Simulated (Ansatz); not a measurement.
# Pt3Cl: the cost of one run

Computed with Ansatz 0.2.0 (DFT PBE, scalar-relativistic, plane waves, PAW, unless a step's input says otherwise).

2 further runs of the same task are left out: 2 set aside as unsound or not needed.

## (1) The system as given

It takes space group P6_3/mmc (No. 194, hexagonal). The conventional cell has a = 5.932 Å, b = 5.932 Å, c = 4.761 Å, α = 90.00°, β = 90.00°, γ = 120.00°. Pt (site symmetry mm2) is surrounded by 4 Cl at 2.93 to 2.97 Å and 8 Pt at 2.93 to 2.97 Å. Cl (site symmetry -6m2) is surrounded by 12 Pt at 2.93 to 2.97 Å.

Structure file:

```cif
data_structure
_symmetry_space_group_name_H-M 'P 1'
_symmetry_Int_Tables_number 1
_cell_length_a 5.9321
_cell_length_b 5.9321
_cell_length_c 4.7614
_cell_angle_alpha 90.000
_cell_angle_beta 90.000
_cell_angle_gamma 120.000
_cell_volume 145.10
loop_
_atom_site_label
_atom_site_type_symbol
_atom_site_fract_x
_atom_site_fract_y
_atom_site_fract_z
_atom_site_occupancy
Pt1 Pt 0.83300 0.66600 0.25000 1
Pt2 Pt 0.16700 0.83300 0.75000 1
Pt3 Pt 0.33400 0.16700 0.25000 1
Pt4 Pt 0.16700 0.33400 0.75000 1
Pt5 Pt 0.83300 0.16700 0.25000 1
Pt6 Pt 0.66600 0.83300 0.75000 1
Cl1 Cl 0.33333 0.66667 0.25000 1
Cl2 Cl 0.66667 0.33333 0.75000 1
```

This is candidate A: Ni3Sn (D0_19) type (P6_3/mmc, No. 194).

(A quick probe on a coarse mesh, which set the mesh and smearing, is not shown.)

## (3) A loose first relaxation (candidate A)

File input.yaml:

```yaml
crystal:
  lattice:
    - [5.9320801776, 0.0, 0.0]
    - [-2.9660400888, 5.1373321311, 0.0]
    - [0.0, 0.0, 4.7614096169]
  atoms:
    - { symbol: Pt, position: [0.833, 0.666, 0.25] }
    - { symbol: Pt, position: [0.167, 0.833, 0.75] }
    - { symbol: Pt, position: [0.334, 0.167, 0.25] }
    - { symbol: Pt, position: [0.167, 0.334, 0.75] }
    - { symbol: Pt, position: [0.833, 0.167, 0.25] }
    - { symbol: Pt, position: [0.666, 0.833, 0.75] }
    - { symbol: Cl, position: [0.3333333333, 0.6666666667, 0.25] }
    - { symbol: Cl, position: [0.6666666667, 0.3333333333, 0.75] }
basis:
  ecutwfc: 420
kpoints:
  mp_grid: { grid: [3, 3, 4] }
hamiltonian:
  xc: pbe
scf:
  occupations: { method: gaussian, width: 0.1 }
  lower_state_search: "off"
output:
  forces: true
  stress: true
  eigenvalues: true
relax:
  adjacent_minimum: "off"
  f_tol: 0.04
  max_steps: 70
  cell: { stress_tol: 0.4 }
```

Run with:

```console
> ansatz run input.yaml --threads 1 --pin off --max-ram 2560MiB --backend cpu --events-out ev --progress --plain --runs-dir out
```

Q: Estimate wall time and peak memory on 1 thread of Arm Neoverse V2, shared host.

About 85 s, with a peak of 0.42 GiB.
